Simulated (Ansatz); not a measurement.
# Fe2CoO4 (Fd-3m): SCF with some post-processing from a Python script

The task is an SCF with some post-processing, for Fe2CoO4 (Fd-3m).

Computed with Ansatz 0.2.0, driven from Python. Level of theory: DFT PBEsol, plane waves, norm-conserving potentials.

## Step 1: The system

The structure is cubic, space group Fd-3m (No. 227). The conventional cell has a = 8.446 Å, b = 8.446 Å, c = 8.446 Å, α = 90.00°, β = 90.00°, γ = 90.00°. Fe (site symmetry -3m) has 6 O at 2.04 Å in its first shell of neighbours. Co (site symmetry -43m) is surrounded by 4 O at 1.96 Å. O (site symmetry 3m) is surrounded by 1 Co at 1.96 Å and 3 Fe at 2.04 Å.

No structure file is read: the coordinates are typed or built in the script.

## Step 2: The code

fe2coo4.py

```python
from collections import Counter
from pathlib import Path
import json

import ansatz
import numpy as np

cell = (
    ansatz.Lattice.fcc(8.446376)
    .space_group(227, origin_choice=1)
    .atom('Fe', [0.875, 0.875, 0.125])
    .atom('Co', [0.25, 0.75, 0.25])
    .atom('O', [0.134222, 0.134222, 0.365778])
    .primitive()
    .moments(Fe=2.4, Co=1.8)
)

job = (
    cell.calculation()
    .functional(ansatz.Functional.PBESOL)
    .pseudopotentials('nc')
    .accuracy('low')
    .kpoints(5, center='monkhorst-pack')
    .occupations('cold', width=0.2)
    .spin('collinear')
    .scf(tolerance=1e-08, self_checks='low')
    .density()
    .potential()
    .electron_localization_function()
    .output_files(volumetric_format='npy')
)
result = job.run(events_out='events.ndjson')
report = result.report
with open('events.ndjson') as stream:
    kinds = Counter(json.loads(line)['event'] for line in stream)
print('events:', {kind: kinds[kind] for kind in ('scf_iter', 'scf_done', 'notice', 'finished')})

print('%-22s %14.5f eV' % ('F = E - TS', report['free_energy_ev']))
print('%-22s %14.5f eV' % ('E', report['internal_energy_ev']))
print('%-22s %14.5f eV' % ('Harris-Foulkes', report['harris_foulkes_ev']))
print('%-22s %14.5f eV' % ('Fermi level', report['fermi_energy_ev']))

rho = result.density()
up, down = (channel.density_e_per_ang3 for channel in rho.channels)
voxel = rho.cell_volume_ang3 / up.size
print([str(channel.component) for channel in rho.channels], rho.dims)
print(f'integral of up - down {np.sum(up - down) * voxel:.4f}, of its modulus {np.sum(np.abs(up - down)) * voxel:.4f} muB on the grid')
print(f'spin density from {np.min(up - down):.4f} to {np.max(up - down):.4f} e/A^3')

print(job.to_python())

folder = Path(result.write_results('fields'))
print('densities in e/A^3, potentials in eV, ELF without unit')
for name in sorted(p.name for p in folder.glob('*.npy')):
    field = np.load(folder / name)
    print(f'{name:16s} {str(field.shape):16s} min {field.min():10.4f}  mean {field.mean():10.4f}  max {field.max():10.4f}')

print('site moments (muB):', [round(m, 2) for m in report['site_moments_mub']])
print('electrons up, down:', [round(n, 3) for n in report['spin_occupation_sums']])
```

## Step 3: The input behind the calls

The package turns the script's settings into the engine's input:

```yaml
crystal:
  lattice:
    bravais: fcc
    a: 8.446376
  space_group: 227
  setting:
    origin_choice: 1
  atoms:
    - { symbol: Fe, position: [0.875, 0.875, 0.125] }
    - { symbol: Co, position: [0.25, 0.75, 0.25] }
    - { symbol: O, position: [0.134222, 0.134222, 0.365778] }
  reduce_to_primitive: true
accuracy: low
kpoints:
  mp_grid:
    grid: [5, 5, 5]
    shift: [0.0, 0.0, 0.0]
hamiltonian:
  xc: pbesol
  pseudopotentials:
    kind: nc
magnetization:
  spin_polarized: true
  per_species:
    Co: 1.8
    Fe: 2.4
scf:
  self_checks: low
  convergence:
    dr2_threshold: 1.0e-08
  occupations:
    method: cold
    width: 0.2
output:
  write_density: true
  write_potential: true
  volumetric_format: npy
  elf: true
```

## Step 4: The run

The run is started by

```console
python fe2coo4.py
```

Without the output at hand: what should come out? Wanted: free energy; gap on the mesh; moment, net / absolute; highest ELF outside the cores.

**Answer**, as computed:

| quantity | value |
| --- | --- |
| free energy | -25531.6236 eV (-1823.6874 eV/atom) |
| gap on the mesh | none |
| moment, net / absolute | 22.83 / 22.83 μB per cell |
| highest ELF outside the cores | 0.86, in the shell around O |

What this shows: Filled and empty levels meet on the mesh: no gap at this level. Notes:
- The negative TS is no error: cold and Methfessel-Paxton smearing have a generalised entropy.
- For a metal this k-point mesh is coarse: on a finer one energies can move by several to tens of meV an atom and pressures by half a GPa or more, differences at one mesh by less.
- The zero of the levels is a convention of the potentials, so an absolute Fermi energy is no work function.
- Without a Hubbard U or exact exchange, semilocal functionals often make such 3d compounds metallic or too weakly gapped.
- The fields are valence quantities on the plane-wave grid; their values near the nuclei depend on the potentials.
- This cell is a computed structure, which may not be the phase found in nature.
